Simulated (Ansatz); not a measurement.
# C2H3FSn: one species, many methods

The task here is to estimate one member of a computed series from the others.

Computed with Ansatz 0.2.0, Gaussian basis. Level: functionals in def2-TZVPP, the program's frozen cores in correlated methods.

Levels to be run: LDA (SPW92), PBE-D4, revPBE-D4, BLYP-D4, r2SCAN-D4, B97M-V, PBE0-D4, B3LYP-D4, r2SCANh-D4, r2SCAN0-D4, HSE06-D4, BHLYP-D4, CAM-B3LYP-D4, LC-ωPBE, ωB97X-V, ωB97M-V, B2PLYP, PBE-QIDH; CCSD(T)/def2-SVP; CCSD(T)/def2-TZVPP; MP2/def2-QZVPP; extrapolation to the limit; RPA on PBE.

## The geometry

The geometry comes from an earlier relaxation with PBE0-D4 in a triple-zeta def2 set; it is a stationary point, not always the lowest conformer. Sn takes the def2 core potential; no spin-orbit term is included.

7 atoms, charge 0, spin multiplicity 1.

Atoms are counted from 1 here; the program's logs count them from 0.

Bond lengths: C1–C2 1.206 Å, C1–H5 1.067 Å, C2–Sn3 2.069 Å, Sn3–F4 1.920 Å, Sn3–H6 1.696 Å, Sn3–H7 1.696 Å. Angles: C2–C1–H5 179.4°, C1–C2–Sn3 178.5°, C2–Sn3–F4 105.1°, C2–Sn3–H6 111.6°, C2–Sn3–H7 111.6°, F4–Sn3–H6 105.3°, F4–Sn3–H7 105.3°, H6–Sn3–H7 116.8°.

As a file:

```xyz
7
charge 0, multiplicity 1
C     0.54088   -2.06168    0.30957
C     0.26093   -0.89982    0.14932
Sn   -0.18105    1.10748   -0.09079
F    -1.62396    1.15362   -1.35643
H     0.78083   -3.09206    0.44440
H    -0.81055    1.78207    1.33190
H     1.09421    1.94238   -0.83378
```

Set-up of the first run:

File in.yaml:

```yaml
crystal:
  periodic: [false, false, false]
  atoms:
    - {symbol: C, position_ang: [0.540885, -2.061682, 0.309573]}
    - {symbol: C, position_ang: [0.260929, -0.899818, 0.149324]}
    - {symbol: Sn, position_ang: [-0.181049, 1.107483, -0.090785]}
    - {symbol: F, position_ang: [-1.623958, 1.153623, -1.356433]}
    - {symbol: H, position_ang: [0.780832, -3.092058, 0.444400]}
    - {symbol: H, position_ang: [-0.810548, 1.782073, 1.331899]}
    - {symbol: H, position_ang: [1.094209, 1.942378, -0.833779]}
basis:
  gaussian: {orbitals: def2-TZVPP}
hamiltonian: {xc: lda}
output: {orbitals: {seedname: orbitals}}
```

Steps of the session up to this table: LDA; PBE-D4 (GGA); revPBE-D4 (GGA); BLYP-D4 (GGA); r2SCAN-D4 (meta-GGA); B97M-V (meta-GGA); PBE0-D4 (hybrid); B3LYP-D4 (hybrid); r2SCANh-D4 (hybrid); r2SCAN0-D4 (hybrid); HSE06-D4 (hybrid); BHLYP-D4 (hybrid); CAM-B3LYP-D4 (range-separated); LC-ωPBE-D4 (range-separated; the results give it without D4); ωB97X-V (range-separated); ωB97M-V (range-separated); B2PLYP (double hybrid); PBE-QIDH (double hybrid).

One table of the session follows, with a row left open; its other results are not shown here.

It belongs to the step «Frontier levels by functional». 

```
  functional  HOMO (eV)  gap (eV)
 LDA (SPW92)      -7.45      5.25
      PBE-D4      -7.28      5.36
   revPBE-D4      -7.22      5.41
     BLYP-D4      -7.11      5.29
   r2SCAN-D4      -7.53      5.89
      B97M-V      -7.52      5.77
     PBE0-D4      -8.51      7.42
    B3LYP-D4      -8.26      6.92
  r2SCANh-D4      -7.99      6.64
  r2SCAN0-D4      -8.68      7.76
    HSE06-D4          ?         ?
    BHLYP-D4      -9.57      9.28
CAM-B3LYP-D4      -9.87      9.70
     LC-ωPBE     -11.31     12.30
     ωB97X-V     -10.89     11.76
     ωB97M-V     -10.76     11.37
```

Q: Estimate the row for HSE06-D4 from the others.

The run gave: HOMO (eV): -8.10; gap (eV): 6.65. In the column «HOMO (eV)» it lies between B3LYP-D4 (-8.26) and r2SCANh-D4 (-7.99).
